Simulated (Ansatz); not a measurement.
# CH7BN2: two torsions

A grid of calculations on CH₇BN₂, SMILES CB(N)N, to see where the energy is lowest and how it rises around there.

Program: Ansatz 0.2.0. Level of theory: RKS B3LYP-D4/def2-SVP. These are calculated values, not measurements.

**1. Starting geometry**

SMILES `CB(N)N`, 11 atoms, charge 0, spin multiplicity 1.

Atoms are counted from 1 here; the program's logs count them from 0.

Bond lengths: C1–B2 1.595 Å, C1–H5 1.111 Å, C1–H6 1.109 Å, C1–H7 1.111 Å, B2–N3 1.426 Å, B2–N4 1.427 Å, N3–H8 1.019 Å, N3–H9 1.017 Å, N4–H10 1.017 Å, N4–H11 1.019 Å. Angles: B2–C1–H5 111.3°, B2–C1–H6 113.3°, B2–C1–H7 111.0°, H5–C1–H6 107.4°, H5–C1–H7 106.4°, H6–C1–H7 107.2°, C1–B2–N3 119.9°, C1–B2–N4 119.4°, N3–B2–N4 120.7°, B2–N3–H8 124.5°, B2–N3–H9 122.0°, H8–N3–H9 113.5°, B2–N4–H10 122.2°, B2–N4–H11 124.5°, H10–N4–H11 113.3°.

As a file:

```xyz
11
CH7BN2
C    -0.6977    1.1757   -0.1641
B     0.1089   -0.1858    0.0337
N     0.0942   -0.8445    1.2980
N     0.8446   -0.7291   -1.0613
H    -1.3875    1.1137   -1.0326
H    -1.3037    1.4581    0.7209
H    -0.0062    2.0207   -0.3713
H     0.5902   -1.7110    1.5033
H    -0.4273   -0.4788    2.0911
H     0.8608   -0.2864   -1.9770
H     1.3889   -1.5894   -1.0201
```

This geometry comes from a loose relaxation at PBE in a small basis, which is not shown.

**2. The minimum at this level**

input.yaml reads:

```yaml
crystal:
  periodic: [false, false, false]
  atoms:
    - { symbol: C, position_ang: [-0.697656, 1.17569, -0.164065] }
    - { symbol: B, position_ang: [0.10891, -0.185837, 0.03373] }
    - { symbol: "N", position_ang: [0.094216, -0.844502, 1.297987] }
    - { symbol: "N", position_ang: [0.844587, -0.729141, -1.061345] }
    - { symbol: H, position_ang: [-1.3875, 1.113714, -1.032598] }
    - { symbol: H, position_ang: [-1.303669, 1.458067, 0.72086] }
    - { symbol: H, position_ang: [-0.006182, 2.020665, -0.371313] }
    - { symbol: H, position_ang: [0.590223, -1.711042, 1.503307] }
    - { symbol: H, position_ang: [-0.427345, -0.478838, 2.091135] }
    - { symbol: H, position_ang: [0.860794, -0.286402, -1.977026] }
    - { symbol: H, position_ang: [1.388922, -1.589374, -1.020072] }
basis:
  gaussian: { orbitals: def2-SVP }
hamiltonian:
  xc: { name: B3LYP }
  dispersion: d4
output:
  forces: true
relax:
  f_tol: 0.003
  max_steps: 120
```

The run is started by

```
ansatz run input.yaml --threads 1 --pin off --max-ram 2560MiB --backend cpu --events-out ev --progress --plain --runs-dir out
```

Log, cut to the lines that bear on the results:

```text
Warning: RAYON_NUM_THREADS=1 ignored (pool sized by the plan → 1); use --threads N
[...]
Functional definition: B3LYP
[...]
1036 factors; integrals over basis functions are off by at most 2.9e-4 eV
[...]
mean field -4806.83652299 eV, -176.6479840289 hartree, gradient 2.4e-5 eV, S^2 0.000000; 0 other end points of the search recorded, 0 dependent functions left out
[...]
reference -4806.83675911 eV, -176.6479927062 hartree; 16, 16 occupied and 75, 75 virtual orbitals, 1036 factors
relax step   1: F+E_penalty+E_count = -4807.09307194 eV  Δ(F+E_penalty+E_count) = +0.000e0 eV  max|allowed force component| = 2.691e-1 eV/Å  Δτ_max = 0.0000 Å  (24 SCF iters, accepted)
[...]
relax step   4: F+E_penalty+E_count = -4807.10118684 eV  Δ(F+E_penalty+E_count) = -2.868e-5 eV  max|allowed force component| = 4.669e-3 eV/Å  Δτ_max = 0.0040 Å  (21 SCF iters, accepted)
[...]
relax step   5: F+E_penalty+E_count = -4807.10119287 eV  Δ(F+E_penalty+E_count) = -6.035e-6 eV  max|allowed force component| = 7.608e-4 eV/Å  Δτ_max = 0.0029 Å  (18 SCF iters, accepted)
1036 factors; integrals over basis functions are off by at most 2.9e-4 eV
mean field -4806.84391419 eV, -176.6482556506 hartree, gradient 5.0e-5 eV, S^2 0.000000; 1 other end points of the search recorded, 0 dependent functions left out
[...]
reference -4806.84414959 eV, -176.6482643016 hartree; 16, 16 occupied and 75, 75 virtual orbitals, 1036 factors
Total energy: -4807.10142828 eV, -176.6577191189 hartree
Atom 0 at    -0.697599     1.173266    -0.164443 Å, force    -0.000132    -0.000492     0.000096 eV/Å
Atom 1 at     0.105777    -0.187183     0.033895 Å, force    -0.000091    -0.000761     0.000168 eV/Å
Atom 2 at     0.094596    -0.841902     1.293701 Å, force     0.000238     0.000312    -0.000087 eV/Å
Atom 3 at     0.835616    -0.729512    -1.058589 Å, force     0.000137     0.000480    -0.000198 eV/Å
Atom 4 at    -1.378358     1.113262    -1.031413 Å, force    -0.000056     0.000392    -0.000076 eV/Å
Atom 5 at    -1.304140     1.452645     0.712259 Å, force    -0.000238    -0.000140    -0.000216 eV/Å
Atom 6 at    -0.005996     2.010552    -0.365457 Å, force     0.000270     0.000326     0.000184 eV/Å
Atom 7 at     0.588900    -1.702490     1.493667 Å, force    -0.000008     0.000025     0.000037 eV/Å
Atom 8 at    -0.416305    -0.479027     2.086401 Å, force     0.000037     0.000201    -0.000014 eV/Å
Atom 9 at     0.862223    -0.285494    -1.966068 Å, force    -0.000082    -0.000078     0.000125 eV/Å
Atom 10 at     1.380587    -1.581115    -1.013352 Å, force    -0.000075    -0.000265    -0.000019 eV/Å
Dipole moment:     0.140540    -0.220670     0.030753 e Å
```

It took 17 s on 1 thread of Arm Neoverse V2, shared host; peak memory 0.17 GiB.

The steps of the relaxation:

```csv
step,energy from step 1 (eV),largest force component (eV/Å)
1,0.0000,0.2691
2,-0.0075,0.0618
3,-0.0081,0.0189
4,-0.0081,0.0047
5,-0.0081,0.0008
```

Distances of close pairs at the start and the end, largest changes first:

```csv
bond,before (Å),after (Å),change (Å)
C1–H6,1.109,1.102,-0.007
N3–H8,1.019,1.012,-0.007
C1–H5,1.111,1.104,-0.007
C1–H7,1.111,1.104,-0.007
N3–H9,1.017,1.010,-0.007
N4–H11,1.019,1.012,-0.007
N4–H10,1.017,1.011,-0.007
B2–N3,1.426,1.420,-0.006
```

**3. Plan of the scan**

The axes are (1) dihedral C1–B2–N3–H8: 18 values from −180 to 160 °, periodic; (2) dihedral C1–B2–N4–H10: 18 values from −180 to 160 °, periodic.

Nothing else is relaxed (all other coordinates rigid). Energies count from the relaxed molecule at the same level. Points are written as (first, second).

Below, 3 of the grid's runs; all are launched alike.

**4. Grid point (140°, 160°)**

input.yaml reads:

```yaml
crystal:
  periodic: [false, false, false]
  atoms:
    - { symbol: C, position_ang: [-0.697599, 1.173266, -0.164443] }
    - { symbol: B, position_ang: [0.105777, -0.187183, 0.033895] }
    - { symbol: "N", position_ang: [0.094596, -0.841902, 1.293701] }
    - { symbol: "N", position_ang: [0.835616, -0.729512, -1.058589] }
    - { symbol: H, position_ang: [-1.378358, 1.113262, -1.031413] }
    - { symbol: H, position_ang: [-1.30414, 1.452645, 0.712259] }
    - { symbol: H, position_ang: [-0.005996, 2.010552, -0.365457] }
    - { symbol: H, position_ang: [0.031306, -1.84505, 1.41463] }
    - { symbol: H, position_ang: [0.153685, -0.335426, 2.16609] }
    - { symbol: H, position_ang: [1.582237, -1.398844, -0.932372] }
    - { symbol: H, position_ang: [0.664447, -0.498845, -2.029033] }
basis:
  gaussian: { orbitals: def2-SVP }
hamiltonian:
  xc: { name: B3LYP }
  dispersion: d4
output:
  forces: true
```

The run is started by

```
ansatz run input.yaml --threads 1 --pin off --max-ram 2560MiB --backend cpu --events-out ev --progress --plain --runs-dir out
```

Log, cut to the lines that bear on the results:

```text
Warning: RAYON_NUM_THREADS=1 ignored (pool sized by the plan → 1); use --threads N
[...]
[... 1 set-up line as earlier in the session ...]
[...]
942 factors; integrals over basis functions are off by at most 1.1e-3 eV
[...]
mean field -4806.49730707 eV, -176.6355180738 hartree, gradient 4.3e-5 eV, S^2 0.000000; 0 other end points of the search recorded, 0 dependent functions left out
[...]
reference -4806.49754405 eV, -176.6355267829 hartree; 16, 16 occupied and 75, 75 virtual orbitals, 942 factors
Total energy: -4806.75457004 eV, -176.6449723136 hartree
Atom 0 at    -0.697599     1.173266    -0.164443 Å, force     0.211825     0.231146     0.078597 eV/Å
Atom 1 at     0.105777    -0.187183     0.033895 Å, force    -0.116393     0.313815    -0.430231 eV/Å
Atom 2 at     0.094596    -0.841902     1.293701 Å, force     0.168943    -0.328212     0.434328 eV/Å
Atom 3 at     0.835616    -0.729512    -1.058589 Å, force    -0.220583    -0.148672    -0.017554 eV/Å
Atom 4 at    -1.378358     1.113262    -1.031413 Å, force    -0.000934    -0.017187    -0.029106 eV/Å
Atom 5 at    -1.304140     1.452645     0.712259 Å, force    -0.019818    -0.064816    -0.023082 eV/Å
Atom 6 at    -0.005996     2.010552    -0.365457 Å, force    -0.034355     0.051909    -0.082649 eV/Å
Atom 7 at     0.031306    -1.845050     1.414630 Å, force     0.489399     0.000286    -0.054073 eV/Å
Atom 8 at     0.153685    -0.335426     2.166090 Å, force    -0.453809     0.039326     0.071506 eV/Å
Atom 9 at     1.582237    -1.398844    -0.932372 Å, force    -0.106667    -0.252352     0.014687 eV/Å
Atom 10 at     0.664447    -0.498845    -2.029033 Å, force     0.082391     0.174756     0.037577 eV/Å
Dipole moment:     0.152026    -0.237787     0.004377 e Å
```

It took 2.8 s on 1 thread of Arm Neoverse V2, shared host; peak memory 0.15 GiB.

On the map this point reads 0.35 eV.

**5. The run at (−180°, 0°)**

Edit input.yaml of step 4 so:

```diff
@@ -10,6 +10,6 @@
     - { symbol: H, position_ang: [-0.005996, 2.010552, -0.365457] }
-    - { symbol: H, position_ang: [0.031306, -1.84505, 1.41463] }
-    - { symbol: H, position_ang: [0.153685, -0.335426, 2.16609] }
-    - { symbol: H, position_ang: [1.582237, -1.398844, -0.932372] }
-    - { symbol: H, position_ang: [0.664447, -0.498845, -2.029033] }
+    - { symbol: H, position_ang: [0.581358, -1.707377, 1.49106] }
+    - { symbol: H, position_ang: [-0.408583, -0.474064, 2.089049] }
+    - { symbol: H, position_ang: [0.866014, -0.28305, -1.964749] }
+    - { symbol: H, position_ang: [1.376883, -1.583541, -1.014623] }
 basis:
```

The run is started by

```
ansatz run input.yaml --threads 1 --pin off --max-ram 2560MiB --backend cpu --events-out ev --progress --plain --runs-dir out
```

Log, cut to the lines that bear on the results:

```text
Warning: RAYON_NUM_THREADS=1 ignored (pool sized by the plan → 1); use --threads N
[...]
[... 1 set-up line as earlier in the session ...]
[...]
940 factors; integrals over basis functions are off by at most 1.2e-3 eV
[...]
mean field -4806.84378337 eV, -176.6482508429 hartree, gradient 2.3e-5 eV, S^2 0.000000; 0 other end points of the search recorded, 0 dependent functions left out
[...]
reference -4806.84401880 eV, -176.6482594950 hartree; 16, 16 occupied and 75, 75 virtual orbitals, 940 factors
Total energy: -4807.10129764 eV, -176.6577143180 hartree
Atom 0 at    -0.697599     1.173266    -0.164443 Å, force     0.009887     0.006444     0.003770 eV/Å
Atom 1 at     0.105777    -0.187183     0.033895 Å, force     0.001308    -0.000048     0.000595 eV/Å
Atom 2 at     0.094596    -0.841902     1.293701 Å, force    -0.004753    -0.003226    -0.001849 eV/Å
Atom 3 at     0.835616    -0.729512    -1.058589 Å, force    -0.004810    -0.002832    -0.001787 eV/Å
Atom 4 at    -1.378358     1.113262    -1.031413 Å, force     0.000903    -0.001808     0.000758 eV/Å
Atom 5 at    -1.304140     1.452645     0.712259 Å, force    -0.000055    -0.000438    -0.000224 eV/Å
Atom 6 at    -0.005996     2.010552    -0.365457 Å, force    -0.001051     0.002656    -0.000941 eV/Å
Atom 7 at     0.581358    -1.707377     1.491060 Å, force     0.008306     0.005403     0.002877 eV/Å
Atom 8 at    -0.408583    -0.474064     2.089049 Å, force    -0.008465    -0.005189    -0.002871 eV/Å
Atom 9 at     0.866014    -0.283050    -1.964749 Å, force    -0.005956    -0.003849    -0.001973 eV/Å
Atom 10 at     1.376883    -1.583541    -1.014623 Å, force     0.004687     0.002885     0.001646 eV/Å
Dipole moment:     0.140409    -0.220762     0.030691 e Å
```

Run time: 2.6 s. Hardware: 1 thread of Arm Neoverse V2, shared host; peak memory 0.15 GiB.

That is 0.00 eV from the zero.

**6. Grid point (0°, −80°)**

Edit input.yaml of step 5 so:

```diff
@@ -10,6 +10,6 @@
     - { symbol: H, position_ang: [-0.005996, 2.010552, -0.365457] }
-    - { symbol: H, position_ang: [0.581358, -1.707377, 1.49106] }
-    - { symbol: H, position_ang: [-0.408583, -0.474064, 2.089049] }
-    - { symbol: H, position_ang: [0.866014, -0.28305, -1.964749] }
-    - { symbol: H, position_ang: [1.376883, -1.583541, -1.014623] }
+    - { symbol: H, position_ang: [-0.40115, -0.502462, 2.108532] }
+    - { symbol: H, position_ang: [0.589268, -1.707808, 1.456731] }
+    - { symbol: H, position_ang: [0.392324, -1.258007, -1.797213] }
+    - { symbol: H, position_ang: [1.834422, -0.625593, -1.184505] }
 basis:
```

The run is started by

```
ansatz run input.yaml --threads 1 --pin off --max-ram 2560MiB --backend cpu --events-out ev --progress --plain --runs-dir out
```

Log, cut to the lines that bear on the results:

```text
Warning: RAYON_NUM_THREADS=1 ignored (pool sized by the plan → 1); use --threads N
[...]
[... 1 set-up line as earlier in the session ...]
[...]
941 factors; integrals over basis functions are off by at most 1.2e-3 eV
[...]
mean field -4806.10941494 eV, -176.6212633010 hartree, gradient 4.9e-5 eV, S^2 0.000000; 0 other end points of the search recorded, 0 dependent functions left out
[...]
reference -4806.10965287 eV, -176.6212720448 hartree; 16, 16 occupied and 75, 75 virtual orbitals, 941 factors
Total energy: -4806.36643857 eV, -176.6307087453 hartree
Atom 0 at    -0.697599     1.173266    -0.164443 Å, force    -0.327011    -0.093938     0.460235 eV/Å
Atom 1 at     0.105777    -0.187183     0.033895 Å, force    -0.728300     0.566327     1.149241 eV/Å
Atom 2 at     0.094596    -0.841902     1.293701 Å, force    -0.010525     0.385131    -0.371051 eV/Å
Atom 3 at     0.835616    -0.729512    -1.058589 Å, force     1.007959    -0.870739    -1.064396 eV/Å
Atom 4 at    -1.378358     1.113262    -1.031413 Å, force     0.062346    -0.017654    -0.057964 eV/Å
Atom 5 at    -1.304140     1.452645     0.712259 Å, force    -0.090140     0.121726     0.022892 eV/Å
Atom 6 at    -0.005996     2.010552    -0.365457 Å, force     0.062195    -0.075468    -0.070432 eV/Å
Atom 7 at    -0.401150    -0.502462     2.108532 Å, force    -0.007777     0.097996     0.022692 eV/Å
Atom 8 at     0.589268    -1.707808     1.456731 Å, force     0.099382    -0.144961    -0.061241 eV/Å
Atom 9 at     0.392324    -1.258007    -1.797213 Å, force    -0.019671     0.176513    -0.133201 eV/Å
Atom 10 at     1.834422    -0.625593    -1.184505 Å, force    -0.048459    -0.144933     0.103224 eV/Å
Dipole moment:     0.115891    -0.234627     0.120042 e Å
```

It took 2.5 s on 1 thread of Arm Neoverse V2, shared host; peak memory 0.15 GiB.

Energy on the map's scale: 0.73 eV.

**7. Energy over the grid**

324 points were computed. Energies in eV, from the relaxed molecule at the same level; the table lists every other line.

```
dihedral C1–B2–N4–H10 (°) ↓, dihedral C1–B2–N3–H8 (°) →  −180  −140  −100   −60   −20    20    60   100   140
                                                    140  0.28  0.76  1.33  0.92  0.33  0.45  1.12  1.25  0.57
                                                    100  0.74  1.29  2.19  1.72  0.85  0.89  1.80  2.16  1.22
                                                     60  0.55  0.90  1.74  1.57  0.74  0.61  1.32  1.84  1.12
                                                     20  0.08  0.33  0.91  0.79  0.22  0.13  0.64  0.97  0.48
                                                    −20  0.07  0.45  0.95  0.66  0.13  0.20  0.76  0.91  0.35
                                                    −60  0.54  1.09  1.82  1.34  0.61  0.72  1.53  1.74  0.91
                                                   −100  0.74  1.20  2.14  1.83  0.91  0.84  1.69  2.21  1.32
                                                   −140  0.29  0.56  1.25  1.15  0.47  0.32  0.91  1.35  0.79
                                                   −180  0.00  0.30  0.80  0.60  0.09  0.08  0.58  0.81  0.32
```

The dipole moment (D) at each point:

```
dihedral C1–B2–N4–H10 (°) ↓, dihedral C1–B2–N3–H8 (°) →  −180  −140  −100   −60   −20    20    60   100   140
                                                    140  1.33  1.24  1.27  1.37  1.38  1.31  1.25  1.33  1.37
                                                    100  1.38  1.26  0.95  1.18  1.39  1.37  1.12  1.00  1.31
                                                     60  1.34  1.34  1.17  1.11  1.31  1.39  1.29  1.10  1.20
                                                     20  1.27  1.33  1.36  1.29  1.28  1.33  1.37  1.34  1.25
                                                    −20  1.27  1.25  1.33  1.36  1.32  1.28  1.30  1.37  1.33
                                                    −60  1.33  1.20  1.09  1.27  1.37  1.31  1.12  1.17  1.32
                                                   −100  1.36  1.30  0.98  1.08  1.35  1.38  1.18  0.93  1.23
                                                   −140  1.31  1.36  1.31  1.22  1.29  1.37  1.36  1.27  1.22
                                                   −180  1.29  1.32  1.38  1.36  1.32  1.32  1.37  1.39  1.32
```

Energy (eV) at eleven even steps along the easiest path on the interpolated surface, from (−180°, 0°): 0.00, 0.04, 0.22, 0.41, 0.66, 0.77, 0.71, 0.49, 0.29, 0.08, 0.00.

**8. Outcome**

| quantity | value |
| --- | --- |
| lowest point | (−180°, 0°), 0.00 eV |
| highest computed point | (−80°, −100°), 2.21 eV above the lowest |
| dipole moment (D) | 0.93 at (−80°, −100°) to 1.41 at (0°, 100°); 1.27 at the lowest point |
| time for the whole task | 15 min on 1 thread, shared host |

The lowest computed point is at (−180°, 0°), 0.00 eV from the relaxed molecule at the same level; the map holds 4 wells of about this depth. No other kind of well shows on this grid. The highest computed point, (−80°, −100°), lies 2.21 eV above the lowest. On the interpolated surface the easiest way out of the lowest well to the well at (−180°, −180°) passes a barrier of about 0.77 eV. Round the minimum the valley is somewhat tilted: raising dihedral C1–B2–N3–H8 shifts the best value of dihedral C1–B2–N4–H10 upwards (coupling k₁₂/√(k₁₁k₂₂) about −0.3).
